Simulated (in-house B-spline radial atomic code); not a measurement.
# Ir⁶⁰⁺: excited configurations in jj coupling

Wanted: excitation energies of Ir⁶⁰⁺ as differences of total energies (ΔSCF).

Method: Dirac-Hartree-Fock, average of configuration, Fermi nucleus, basis-set limit. Code: in-house B-spline radial atomic code version 1.

### Step 1. Starting point

```
element       : iridium (Z = 77)
charge        : +60
electrons     : 17
configuration : 1s2 2s2 2p6 3s2 3p-2 3p+3
Hamiltonian   : Dirac-Coulomb
nucleus       : Fermi, rms radius 5.403 fm
```

In configurations, a minus sign after the shell means j = l − 1/2 and a plus sign j = l + 1/2; the count of electrons follows.

The run's settings:

```ini
Z = 77
electrons = 17.0
configuration = 1s2 2s2 2p6 3s2 3p-2 3p+3
hamiltonian = dirac
method = hf
spin_polarised = False
nucleus = fermi
rms_radius = 5.4032
mass_number = 193
atomic_mass = 192.962923753
speed_of_light = 137.035999084
```

The reference is known from an earlier run: -13938.652512 hartree in all. Up to eight levels, counted from the top:

| orbital | occupation | energy (eV) | <r> (bohr) |
| --- | --- | --- | --- |
| 1s1/2 | 2 | -81275.8 | 0.01744 |
| 2s1/2 | 2 | -18043.8 | 0.07216 |
| 2p1/2 | 2 | -17490.4 | 0.05954 |
| 2p3/2 | 4 | -15823.7 | 0.06760 |
| 3s1/2 | 2 | -7100.71 | 0.1770 |
| 3p1/2 | 2 | -6883.11 | 0.1665 |
| 3p3/2 | 3 | -6453.23 | 0.1786 |

### Step 2. Configuration 1s2 2s2 2p-2 2p+3 3s2 3p-1 3p+4 4p-1

The run's settings:

```ini
Z = 77
electrons = 17.0
configuration = 1s2 2s2 2p-2 2p+3 3s2 3p-1 3p+4 4p-1
hamiltonian = dirac
method = hf
spin_polarised = False
nucleus = fermi
rms_radius = 5.4032
mass_number = 193
atomic_mass = 192.962923753
speed_of_light = 137.035999084
```

### Step 3. 1s2 2s2 2p6 3s1 3p-2 3p+3 7f-1

Changes to the settings of step 2:

```diff
@@ -2,3 +2,3 @@
 electrons = 17.0
-configuration = 1s2 2s2 2p-2 2p+3 3s2 3p-1 3p+4 4p-1
+configuration = 1s2 2s2 2p6 3s1 3p-2 3p+3 7f-1
 hamiltonian = dirac
```

### Step 4. 1s2 2s2 2p-1 2p+4 3s2 3p-1 3p+4 5f+1

Changes to the settings of step 3:

```diff
@@ -2,3 +2,3 @@
 electrons = 17.0
-configuration = 1s2 2s2 2p6 3s1 3p-2 3p+3 7f-1
+configuration = 1s2 2s2 2p-1 2p+4 3s2 3p-1 3p+4 5f+1
 hamiltonian = dirac
```

### Step 5. Configuration 1s2 2s2 2p6 3s1 3p-2 3p+3 7p-1

Changes to the settings of step 4:

```diff
@@ -2,3 +2,3 @@
 electrons = 17.0
-configuration = 1s2 2s2 2p-1 2p+4 3s2 3p-1 3p+4 5f+1
+configuration = 1s2 2s2 2p6 3s1 3p-2 3p+3 7p-1
 hamiltonian = dirac
```

### Step 6. Configuration 1s2 2s2 2p6 3s2 3p+4 4f+1

Changes to the settings of step 5:

```diff
@@ -2,3 +2,3 @@
 electrons = 17.0
-configuration = 1s2 2s2 2p6 3s1 3p-2 3p+3 7p-1
+configuration = 1s2 2s2 2p6 3s2 3p+4 4f+1
 hamiltonian = dirac
```

### Step 7. Run with 1s2 2s2 2p6 3s2 3p-1 3p+4

Changes to the settings of step 6:

```diff
@@ -2,3 +2,3 @@
 electrons = 17.0
-configuration = 1s2 2s2 2p6 3s2 3p+4 4f+1
+configuration = 1s2 2s2 2p6 3s2 3p-1 3p+4
 hamiltonian = dirac
```

**Question.** How far above the reference does each configuration lie (order and size, in eV)?

**Answer**, as computed:

| net move | configuration | energy above the reference (eV) | with Breit, QED, recoil (eV) | largest <r> (bohr) |
| --- | --- | --- | --- | --- |
| 3p1/2 → 3p3/2 | 1s2 2s2 2p6 3s2 3p-1 3p+4 | 427.43 | 422.95 | 0.179 |
| 2×3p1/2 → 3p3/2, 4f7/2 | 1s2 2s2 2p6 3s2 3p+4 4f+1 | 4090.16 | 4074.11 | 0.285 |
| 3s → 7p1/2 | 1s2 2s2 2p6 3s1 3p-2 3p+3 7p-1 | 5979.57 | 5967.50 | 1.09 |
| 3s → 7f5/2 | 1s2 2s2 2p6 3s1 3p-2 3p+3 7f-1 | 6048.96 | 6036.17 | 1.08 |
| 2p3/2, 3p1/2 → 3p3/2, 4p1/2 | 1s2 2s2 2p-2 2p+3 3s2 3p-1 3p+4 4p-1 | 12585.5 | 12554.8 | 0.336 |
| 2p1/2, 3p1/2 → 3p3/2, 5f7/2 | 1s2 2s2 2p-1 2p+4 3s2 3p-1 3p+4 5f+1 | 15833.3 | 15779.6 | 0.503 |

The lowest of them is 3p1/2 → 3p3/2 at 427.43 eV and the highest 2p1/2, 3p1/2 → 3p3/2, 5f7/2 at 15833.3 eV. 2 of them lie more than 2 % above the ionisation threshold that Koopmans' theorem gives (6453.23 eV), where such states can decay by emitting an electron. Two partly filled shells share a symmetry and can mix in the average, which may lower the energy, for: 2p3/2, 3p1/2 → 3p3/2, 4p1/2; 2p1/2, 3p1/2 → 3p3/2, 5f7/2. These are averages over configurations, without correlation, not spectroscopic levels.
